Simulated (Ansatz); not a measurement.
**Cs3LaF2: one candidate of a structure search**

The task: take a trial cell of Cs3LaF2 to zero force and stress.

Computed with Ansatz 0.2.0 (DFT PBE, scalar-relativistic, plane waves, PAW, unless a step's input says otherwise).

## 1. Starting point

The structure is hexagonal, space group P6/mmm (No. 191). The conventional cell has a = 6.996 Å, b = 6.996 Å, c = 10.567 Å, α = 90.00°, β = 90.00°, γ = 120.00°. Cs (site symmetry mmm) has 4 Cs at 3.50 Å in its first shell of neighbours. La (site symmetry 6/mmm) has 6 F at 4.04 Å in its first shell of neighbours. F (site symmetry -6m2) has 3 La at 4.04 Å and 3 F at 4.04 Å in its first shell of neighbours.

Coordinates:

```cif
data_structure
_symmetry_space_group_name_H-M 'P6/mmm'
_symmetry_Int_Tables_number 191
_cell_length_a 6.9962
_cell_length_b 6.9962
_cell_length_c 10.5670
_cell_angle_alpha 90.000
_cell_angle_beta 90.000
_cell_angle_gamma 120.000
_cell_volume 447.93
loop_
_atom_site_label
_atom_site_type_symbol
_atom_site_symmetry_multiplicity
_atom_site_Wyckoff_symbol
_atom_site_fract_x
_atom_site_fract_y
_atom_site_fract_z
_atom_site_occupancy
Cs1 Cs 3 f 0.50000 0.00000 0.00000 1
La1 La 1 b 0.00000 0.00000 0.50000 1
F1 F 2 d 0.33333 0.66667 0.50000 1
```

The cell is invented: random cell by space group and Wyckoff sites (P6/mmm, No. 191). Lengths come from tabulated atomic sizes and are only a guess.

## 2. A first look at the guess

Contents of input.yaml:

```yaml
crystal:
  lattice:
    - [6.99620956, 0.0, 0.0]
    - [-3.49810478, 6.05889521, 0.0]
    - [0.0, 0.0, 10.56697594]
  atoms:
    - { symbol: Cs, position: [0.5, 0.0, 0.0] }
    - { symbol: Cs, position: [0.0, 0.5, 0.0] }
    - { symbol: Cs, position: [0.5, 0.5, 0.0] }
    - { symbol: La, position: [0.0, 0.0, 0.5] }
    - { symbol: F, position: [0.33333333, 0.66666667, 0.5] }
    - { symbol: F, position: [0.66666667, 0.33333333, 0.5] }
basis:
  ecutwfc: 420
kpoints:
  mp_grid: { grid: [3, 3, 2] }
hamiltonian:
  xc: pbe
scf:
  occupations: { method: gaussian, width: 0.1 }
  lower_state_search: "off"
output:
  forces: true
  stress: true
  eigenvalues: true
```

Run with:

```console
$ ansatz run input.yaml --threads 1 --pin off --max-ram 2560MiB --backend cpu --events-out ev --progress --plain --runs-dir out
```

The session goes on with these runs: coarse relaxation; relaxation on the finer mesh.

**Question.** What will these runs give? Wanted: conventional cell; volume; energy over the elements; gap on the mesh.

The runs gave:

```
                                                              quantity                                                                       value
                                symmetry at the end (tolerance 0.05 Å)                                                space group P6/mmm (No. 191)
                                                     conventional cell  a = 8.466 Å, b = 8.466 Å, c = 3.720 Å, α = 90.00°, β = 90.00°, γ = 120.00°
                                                                volume                                                               38.49 Å³/atom
energy over the elements (uncorrected; H, N, O, F and Cl as molecules)                                                               -1.34 eV/atom
                                                       gap on the mesh                                                                none (metal)
```

What this shows: The space group P6/mmm (No. 191) is kept, and the volume per atom shrinks by 48.4 % from the first guess. It lies below the elements, which doesn't yet make it stable: competing phases were not computed in this session. No finished test with a distortion of lower symmetry is shown, so the end may be a saddle point. Spin-orbit coupling is left out for La.
